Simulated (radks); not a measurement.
# The first electron to leave Ga¹⁰⁺

Aim: remove one electron from each of the outer sub-shells of Ga¹⁰⁺ ([Ar] 3d3) in turn, let the ion relax, and find the cheapest removal. The parent's configuration is the lowest that an earlier search found at this level.

The numbers are computed with radks (a radial shooting solver on a logarithmic mesh, Libxc functionals) version 1 (non-relativistic Kohn-Sham, PBE, spin-polarised, spherical densities, point nucleus; open shells are filled with parallel spins first), except any that are marked as measured or tabulated.

1 further run of the same task is left out (set aside as unsound or not needed).

## Step 1: The system

| Quantity | Value |
| --- | --- |
| element | gallium (Z = 31) |
| charge | +10 |
| electrons | 21 |
| configuration | [Ar] 3d3 |

The outer shells:

Ga¹⁰⁺
```
[Ar] core
3d [↑ ][↑ ][↑ ][  ][  ]
```

## Step 2: The parent, Ga¹⁰⁺

The parent was computed earlier with the same settings: E = -1884.361502 hartree. Its outer levels (eV):

```
  level  occupation  energy (eV)
  2p up           3      -1371.4
2p down           3      -1368.6
  3s up           1      -389.27
3s down           1      -383.51
  3p up           3      -342.62
3p down           3      -336.79
  3d up           3      -264.00
3d down           0      -257.61
```

## Step 3: Remove 3d: [Ar] 3d2

Settings of this run:

```text
Z 31
configuration [Ar] 3d2
relativity non-relativistic
functional pbe,pbe
spin polarised
nucleus point
```

## Step 4: Remove 3p: [Ne] 3s2 3p5 3d3

Settings of this run:

```text
Z 31
configuration [Ne] 3s2 3p5 3d3
relativity non-relativistic
functional pbe,pbe
spin polarised
nucleus point
```

## Step 5: Remove 3s: [Ne] 3s1 3p6 3d3

Settings of this run:

```text
Z 31
configuration [Ne] 3s1 3p6 3d3
relativity non-relativistic
functional pbe,pbe
spin polarised
nucleus point
```

## Step 6: Remove 2p: [He] 2s2 2p5 3s2 3p6 3d3

Settings of this run:

```text
Z 31
configuration [He] 2s2 2p5 3s2 3p6 3d3
relativity non-relativistic
functional pbe,pbe
spin polarised
nucleus point
```

**Question.** What will these runs give? Wanted: for each run, case; final configuration; Δ-SCF; −ε of the level emptied.

As calculated:

```
     case       final configuration  Δ-SCF (eV)  −ε of the level emptied (eV)
remove 3d                  [Ar] 3d2      282.14                        264.00
remove 3p          [Ne] 3s2 3p5 3d3      353.59                        336.79
remove 3s          [Ne] 3s1 3p6 3d3      400.21                        383.51
remove 2p  [He] 2s2 2p5 3s2 3p6 3d3      1414.8                        1368.6
```

In words: The 3d electron leaves first, at 282.14 eV; the next cheapest, 3p, costs 353.59 eV. 3d is also the highest occupied level of the parent. NIST lists 280 eV (theoretical), between the same two configurations. Open shells are spherical and high-spin; term and fine-structure splittings are not resolved.
